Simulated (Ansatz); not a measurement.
# SnH₃ (doublet): wave-function methods side by side, def2-TZVPP

An exercise on one series of results from a longer session: the logs are not shown, and one member is left open.

Method: def2-TZVPP, core rule «outside noble gas», up to 9 orbitals frozen; program: Ansatz 0.2.0, Gaussian basis.

The runs, in order: UHF; CCSD(T) on ROHF; CCSD(T) on UHF; BCCD(T) on ROHF; CCSDT(Q) on ROHF; CCSDT(Q) on UHF; CASSCF and MRCISD+Q, 7 electrons in 7 orbitals; CASSCF and NEVPT2, 7 electrons in 7 orbitals.

7 further runs of the same task are left out: 2 for a known fault of the program, 1 that didn't finish, 4 set aside as unsound or not needed.

## What is computed

The geometry is a PBE0/def2-TZVP stationary point (not a proven minimum). No spin-orbit coupling is included. Elements past krypton take def2 core potentials.

4 atoms, charge 0, spin multiplicity 2.

Atoms are counted from 1 here; the program's logs count them from 0.

Bond lengths: Sn1–H2 1.715 Å, Sn1–H3 1.715 Å, Sn1–H4 1.715 Å. Angles: H2–Sn1–H3 109.7°, H2–Sn1–H4 109.7°, H3–Sn1–H4 109.7°.

Set-up of the first run:

The input, in.yaml:

```yaml
crystal:
  periodic: [false, false, false]
  atoms:
    - {symbol: Sn, position_ang: [0.000046, 0.000005, -0.014048]}
    - {symbol: H, position_ang: [1.617032, 0.013522, 0.556831]}
    - {symbol: H, position_ang: [-0.823095, 1.394937, 0.549273]}
    - {symbol: H, position_ang: [-0.799363, -1.408992, 0.548448]}
basis:
  gaussian: {orbitals: def2-TZVPP}
magnetization: {spin_polarized: true, initial_magnetization: 1}
hamiltonian: {xc: hf}
output: {orbitals: {seedname: orbitals}}
```

Run with:

```bash
$ ansatz run in.yaml --threads 1 --pin off --events-out ev --progress --plain --max-ram 4096MiB --backend cpu
```

Among the steps run: UHF; CCSD(T) on ROHF; CCSD(T) on UHF; BCCD(T) on ROHF; CCSDT(Q) on ROHF; CCSDT(Q) on UHF; CASSCF and MRCISD+Q, 7 electrons in 7 orbitals; CASSCF and NEVPT2, 7 electrons in 7 orbitals.

One table of the session follows, with a row left open; its other results are not shown here.

| method | from UCCSDT(Q) (meV) |
| --- | --- |
| ROHF | +3623.6 |
| UHF | +3579.3 |
| RMP2 | +784.3 |
| UMP2 | +772.7 |
| RCCSD | +108.1 |
| UCCSD | +98.5 |
| RCCSD(T) | +29.8 |
| UCCSD(T) | +20.7 |
| BCCD(T) | +29.2 |
| RCCSDT | +11.0 |
| UCCSDT | +1.8 |
| RCCSDT(Q) | +9.2 |
| UCCSDT(Q) | 0 |
| CASSCF valence | ? |
| NEVPT2 valence | +685.1 |
| MRCISD valence | +106.7 |
| MRCISD+Q valence | +1.7 |

**Question.** Estimate the row for CASSCF valence.

The run gave: from UCCSDT(Q) (meV): +2335.9. In the column «from UCCSDT(Q) (meV)» it lies between RMP2 (+784.3) and UHF (+3579.3).

Limits of these values: Restricted and unrestricted rows rest on different reference determinants; where their highest levels disagree by more than a few hundredths of an eV, they describe different states and don't form one ladder.
